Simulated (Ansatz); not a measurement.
# GaBrF₂: how energies converge with the basis set

The task here is to estimate one member of a computed series from the others.

Program: Ansatz 0.2.0, Gaussian basis. Level of theory: one geometry, several basis sets. These are calculated values, not measurements.

The runs, in order: PBE0-D4/def2-SVP; ωB97M-V/def2-SVP; PBE0-D4/def2-QZVPP; ωB97M-V/def2-QZVPP; the functionals' def2-TZVPP values are taken from earlier runs.

## The geometry

The geometry comes from an earlier relaxation with PBE0-D4 in a triple-zeta def2 set; it is a stationary point.

SMILES `[F][Ga]([F])[Br]`, 4 atoms, charge 0, spin multiplicity 1.

Atoms are counted from 1 here; the program's logs count them from 0.

Bond lengths: F1–Ga2 1.731 Å, Ga2–F3 1.731 Å, Ga2–Br4 2.237 Å. Angles: F1–Ga2–F3 115.9°, F1–Ga2–Br4 122.0°, F3–Ga2–Br4 122.0°.

The first run:

in.yaml

```yaml
crystal:
  periodic: [false, false, false]
  atoms:
    - {symbol: F, position_ang: [-0.791095, -0.453218, 1.527764]}
    - {symbol: Ga, position_ang: [0.056936, -0.066348, 0.069418]}
    - {symbol: F, position_ang: [1.694237, -0.619757, -0.023202]}
    - {symbol: Br, position_ang: [-0.904479, 1.079023, -1.594181]}
basis:
  gaussian: {orbitals: def2-SVP}
hamiltonian: {xc: pbe0, dispersion: d4}
output: {orbitals: {seedname: orbitals}}
```

Among the steps run: PBE0-D4 in def2-SVP; ωB97M-V in def2-SVP; PBE0-D4 in def2-QZVPP; ωB97M-V in def2-QZVPP.

One table of the session follows, with a row left open; its other results are not shown here.

It belongs to the step «Functionals by basis». 

| functional | basis | HOMO (eV) | LUMO (eV) |
| --- | --- | --- | --- |
| PBE0-D4 | def2-SVP | -9.32 | -2.10 |
| PBE0-D4 | def2-TZVPP | ? | ? |
| PBE0-D4 | def2-QZVPP | -9.44 | -2.28 |
| ωB97M-V | def2-SVP | -11.53 | -0.11 |
| ωB97M-V | def2-TZVPP | -11.67 | -0.25 |
| ωB97M-V | def2-QZVPP | -11.69 | -0.44 |

**Question.** Estimate the row for PBE0-D4, def2-TZVPP.

**Answer.** HOMO (eV): -9.42; LUMO (eV): -2.21. In the column «HOMO (eV)» it lies between PBE0-D4, def2-QZVPP (-9.44) and PBE0-D4, def2-SVP (-9.32).
